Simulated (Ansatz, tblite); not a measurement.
# The cluster Cd14H34S14: one state, many levels

The task here is to estimate one member of a computed series from the others.

The runs use Ansatz 0.2.0, Gaussian basis; as each input shows.

Plan: GFN1-xTB, GFN2-xTB, PBE-D4/def2-TZVP, r2SCAN-D4/def2-TZVP, r2SCAN0-D4/def2-TZVP, PBE-D4/def2-SVP, PBE0-D4/def2-SVP, MP2/def2-SVP, RPA/def2-SVP.

1 further run of the same task is left out (set aside as unsound or not needed). Runs told in other sessions of the task aren't counted.

## The structure

The singlet was relaxed beforehand with PBE-D4/def2-SVP.

62 atoms, charge 0, spin multiplicity 1.

Bond lengths: S1–Cd2 2.597 Å, S1–Cd5 2.711 Å, S1–Cd7 2.860 Å, S1–H29 1.363 Å, Cd2–S4 2.684 Å, Cd2–S6 2.887 Å, Cd2–H31 1.695 Å, Cd3–S4 2.813 Å, Cd3–S8 2.776 Å, Cd3–H34 1.698 Å, Cd3–H44 1.833 Å, S4–Cd10 2.610 Å, S4–H35 1.363 Å, Cd5–S6 2.693 Å, Cd5–S9 2.641 Å, Cd5–H36 1.697 Å, S6–Cd11 2.621 Å, S6–H38 1.363 Å and more. Angles: Cd2–S1–Cd5 95.9°, Cd2–S1–Cd7 134.1°, Cd2–S1–H29 104.8°, Cd5–S1–Cd7 84.8°, Cd5–S1–H29 109.2°, Cd7–S1–H29 118.3°, S1–Cd2–S4 89.4°, S1–Cd2–S6 85.9°, S1–Cd2–H31 138.7°, S4–Cd2–S6 93.9°, S4–Cd2–H31 125.1°, S6–Cd2–H31 110.6°, S4–Cd3–S8 79.0°, S4–Cd3–H34 114.6°, S4–Cd3–H44 93.6°, S8–Cd3–H34 116.4°, S8–Cd3–H44 94.4°, H34–Cd3–H44 140.8° and more.

Cd takes a core potential in the def2 sets. No spin-orbit coupling is included.

PBE0-D4/def2-TZVP was run before; its log isn't repeated, and its numbers join the tables.

Set-up of the first run:

Tight binding, by tblite at 300 K electronic temperature and without a spin-polarisation term:

```python
tblite.interface.Calculator('GFN1-xTB', numbers, positions, charge=0, uhf=0).singlepoint()
```

Tight binding, by tblite at 300 K electronic temperature and without a spin-polarisation term:

```python
tblite.interface.Calculator('GFN2-xTB', numbers, positions, charge=0, uhf=0).singlepoint()
```

start.molden holds the orbitals of an earlier run on this state, given as this run's starting guess.

in.yaml

```yaml
crystal:
  periodic: [false, false, false]
  atoms:
    - {symbol: S, position_ang: [-1.425315, -4.515300, -1.561278]}
    - {symbol: Cd, position_ang: [-2.993990, -4.425463, 0.506374]}
    - {symbol: Cd, position_ang: [-4.901270, -0.719614, -2.103715]}
    - {symbol: S, position_ang: [-3.430474, -1.820968, 0.026507]}
    - {symbol: Cd, position_ang: [0.891168, -4.353842, -0.161749]}
    - {symbol: S, position_ang: [-0.599110, -3.944109, 2.044162]}
    - {symbol: Cd, position_ang: [-0.242606, -2.531965, -3.247832]}
    - {symbol: S, position_ang: [-2.382252, -0.929832, -3.250687]}
    - {symbol: S, position_ang: [0.582325, -1.831645, -0.883279]}
    - {symbol: Cd, position_ang: [-1.190624, -0.506532, 0.290445]}
    - {symbol: Cd, position_ang: [0.712907, -2.383143, 3.690136]}
    - {symbol: S, position_ang: [-1.123741, -0.548198, 2.960268]}
    - {symbol: Cd, position_ang: [-1.534240, 1.575459, -3.135088]}
    - {symbol: S, position_ang: [-1.559813, 1.887100, -0.415858]}
    - {symbol: Cd, position_ang: [-3.988836, 2.743201, -1.630939]}
    - {symbol: Cd, position_ang: [-1.721230, 1.690259, 4.257356]}
    - {symbol: S, position_ang: [-3.690355, 2.022462, 2.345934]}
    - {symbol: S, position_ang: [4.540074, 0.492439, -3.753314]}
    - {symbol: Cd, position_ang: [2.886656, -0.851339, -0.481349]}
    - {symbol: S, position_ang: [2.471932, -0.781972, 2.202615]}
    - {symbol: Cd, position_ang: [4.179031, 2.763618, -2.232322]}
    - {symbol: S, position_ang: [0.797569, 1.426121, -3.980478]}
    - {symbol: S, position_ang: [2.296862, 1.703232, -0.872082]}
    - {symbol: Cd, position_ang: [0.373273, 3.315161, 0.188040]}
    - {symbol: Cd, position_ang: [2.728944, 1.471746, 3.513818]}
    - {symbol: S, position_ang: [0.419181, 2.530875, 2.892742]}
    - {symbol: Cd, position_ang: [6.427825, 3.406555, -0.103271]}
    - {symbol: S, position_ang: [3.853090, 3.516351, 1.532696]}
    - {symbol: H, position_ang: [-1.565380, -5.779379, -2.051029]}
    - {symbol: H, position_ang: [-3.849238, -4.243346, -3.249823]}
    - {symbol: H, position_ang: [-4.048946, -5.450545, 1.349400]}
    - {symbol: H, position_ang: [-3.824019, -2.858905, 4.058428]}
    - {symbol: H, position_ang: [-4.545613, -4.243446, -3.579157]}
    - {symbol: H, position_ang: [-6.105786, -1.737028, -2.733041]}
    - {symbol: H, position_ang: [-4.085799, -1.394894, 1.142962]}
    - {symbol: H, position_ang: [2.256471, -5.360412, -0.211593]}
    - {symbol: H, position_ang: [-3.299175, -3.270709, 3.673623]}
    - {symbol: H, position_ang: [-0.454796, -5.137989, 2.686028]}
    - {symbol: H, position_ang: [0.456811, -3.106132, -4.681320]}
    - {symbol: H, position_ang: [-2.665893, -0.971405, -4.582643]}
    - {symbol: H, position_ang: [1.413868, -2.714696, 5.201520]}
    - {symbol: H, position_ang: [-2.204330, -1.354088, 3.157211]}
    - {symbol: H, position_ang: [-3.003099, 2.620098, -3.363630]}
    - {symbol: H, position_ang: [-4.652541, 1.005232, -1.534066]}
    - {symbol: H, position_ang: [-4.521138, 4.228206, -0.987609]}
    - {symbol: H, position_ang: [-2.109862, 2.081272, 5.859362]}
    - {symbol: H, position_ang: [-3.902117, 3.368677, 2.337539]}
    - {symbol: H, position_ang: [-2.820348, 2.067548, 1.222421]}
    - {symbol: H, position_ang: [5.903645, 0.469328, -3.721704]}
    - {symbol: H, position_ang: [4.453085, -0.342432, -2.630578]}
    - {symbol: H, position_ang: [4.429570, -1.218829, -1.177410]}
    - {symbol: H, position_ang: [3.622759, -1.332311, 2.682652]}
    - {symbol: H, position_ang: [4.557351, 4.297124, -2.879520]}
    - {symbol: H, position_ang: [0.975014, 2.761661, -4.194769]}
    - {symbol: H, position_ang: [1.564423, 1.522478, -2.104080]}
    - {symbol: H, position_ang: [1.245426, 4.801899, 0.346167]}
    - {symbol: H, position_ang: [3.822644, 1.814919, 4.768096]}
    - {symbol: H, position_ang: [0.653572, 3.734501, 3.486303]}
    - {symbol: H, position_ang: [5.726840, 2.071192, -0.968971]}
    - {symbol: H, position_ang: [7.343826, 4.585694, 0.657724]}
    - {symbol: H, position_ang: [4.104541, 4.519793, 2.422326]}
    - {symbol: H, position_ang: [2.751253, 4.166234, 0.961343]}
basis:
  gaussian: {orbitals: def2-TZVP, fitting: {mean_field: def2-universal-jkfit}, initial_orbitals: start.molden}
hamiltonian: {xc: pbe, dispersion: d4}
scf: {omitted_lower_state_checks: [starts]}
output: {forces: true, orbitals: {seedname: orbitals}}
```

The run is started by

```sh
ansatz run in.yaml --threads 11 --pin off --events-out ev --progress --plain --max-ram 174080MiB --backend cuda --devices 0, --max-vram 75GiB
```

Steps of the session up to this table: PBE-D4/def2-TZVP; r2SCAN-D4/def2-TZVP; r2SCAN0-D4/def2-TZVP; PBE-D4/def2-SVP; PBE0-D4/def2-SVP; MP2/def2-SVP; RPA/def2-SVP.

One of the session's tables, all rows but one given; the rest of the session is left out.

It belongs to the step «Binding energy». 

```
               level  binding an atom (eV)
         HF/def2-SVP                 1.505
     PBE-D4/def2-SVP                     ?
    PBE-D4/def2-TZVP                 2.191
 r2SCAN-D4/def2-TZVP                 2.236
    PBE0-D4/def2-SVP                 2.220
   PBE0-D4/def2-TZVP                 2.191
r2SCAN0-D4/def2-TZVP                 2.213
        MP2/def2-SVP                 2.057
```

Q: Estimate the row for PBE-D4/def2-SVP from the others.

As computed: binding an atom (eV): 2.222. In the column «binding an atom (eV)» it lies between PBE0-D4/def2-SVP (2.220) and r2SCAN-D4/def2-TZVP (2.236).

Limits of these values: Free atoms were run apart at each level; binding is atoms less cluster, divided by the number of atoms, without zero-point or spin-orbit terms.
